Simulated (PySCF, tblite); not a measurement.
# C2H8NSSi radical: geometry, infrared bands and EPR parameters

Aim: predict the infrared bands and EPR parameters of C2H8NSSi radical (`C[C@H]([S])[SiH2]N`).

Computed with tblite 0.8.0 and PySCF 2.14.0, with density-fitted response routines of our own, on a single molecule in the gas phase. Atoms are numbered from 0 throughout.

## 1. The starting structure

13 atoms, charge 0, multiplicity 2; geometry from: force field or distance geometry start.

Bonds of the start (Å): C0–C1 1.53, C1–S2 1.79, C1–Si3 1.88, Si3–N4 1.80, C0–H5 1.09, C0–H6 1.11, C0–H7 1.09, C1–H8 1.10, Si3–H9 1.46, Si3–H10 1.45, N4–H11 1.04, N4–H12 1.04.

## 2. Geometry optimisation with GFN2-xTB

The job: settings as JSON, then the geometry in Å.

```
{"job": {"kind": "relax", "xc": "GFN2-xTB", "basis": "xTB"}, "charge": 0, "multiplicity": 2}
C      1.609300    -0.241200     0.191400
C      0.664300     0.784800    -0.440100
S      0.447000     2.056400     0.799400
Si    -1.033800     0.018400    -0.665300
N     -1.435800    -0.749800     0.910700
H      2.615700     0.171600     0.106500
H      1.410700    -0.389600     1.272100
H      1.586700    -1.189500    -0.349100
H      1.052900     1.179500    -1.385000
H     -1.055200    -1.002400    -1.702100
H     -1.935300     1.098100    -1.033700
H     -1.942200    -1.655700     0.793000
H     -1.988600    -0.080200     1.484600
```

On the command line:

```
> OMP_NUM_THREADS=1 python probes_run.py task.json out
```

One launch serves the whole session: the jobs run in the order shown.

**Question.** This job is followed by: GFN2-xTB harmonic vibrations, gas phase; UKS B3LYP, pcH-1 on C H N S Si, non-relativistic, mean-field spin-orbit, GIAO. What will the session give for the following? strongest single infrared mode (GFN2-xTB); zero-point energy (GFN2-xTB); g(iso) (B3LYP); ⟨S²⟩; largest a(iso) (averaged by class); potential on the surface of density 0.002 e/bohr³, 1st and 99th percentile; property runs in this session.

**Answer**, as computed:

| quantity | value |
| --- | --- |
| strongest single infrared mode (GFN2-xTB) | 2237 cm⁻¹, 373 km/mol |
| zero-point energy (GFN2-xTB) | 60.6 kcal/mol |
| g(iso) (B3LYP) | 2.10112 |
| ⟨S²⟩ | 0.753 (exact 0.75) |
| largest a(iso) (averaged by class) | 29Si on Si3, -79.1 MHz |
| potential on the surface of density 0.002 e/bohr³, 1st and 99th percentile | -1.07 V and 1.74 V |
| property runs in this session | 1, of which 0 failed and 1 gave unsound results |

What this shows: Over 89 steps the energy fell by 0.389 eV; of the close pairs, Si3–N4 changed most, 1.799 to 1.714 Å. All 33 modes are real, so the xTB geometry is a minimum. The strongest single mode, at 2237 cm⁻¹, moves mainly H10. GFN2-xTB is a fitted tight-binding method: band positions and strengths are rough. Its intensities can rank the bands wrongly. S2 carries the largest spin population, 0.88 e. The isotropic g lies 98.8 ppt above the free-electron value. These values are not to be trusted: the run shows nearly degenerate orbitals, where second-order g theory doesn't apply. These values are for one conformer; the search (at its own cheap level) found 2 more, at 1.30, 1.37 kcal/mol, and measured spectra average over such forms.
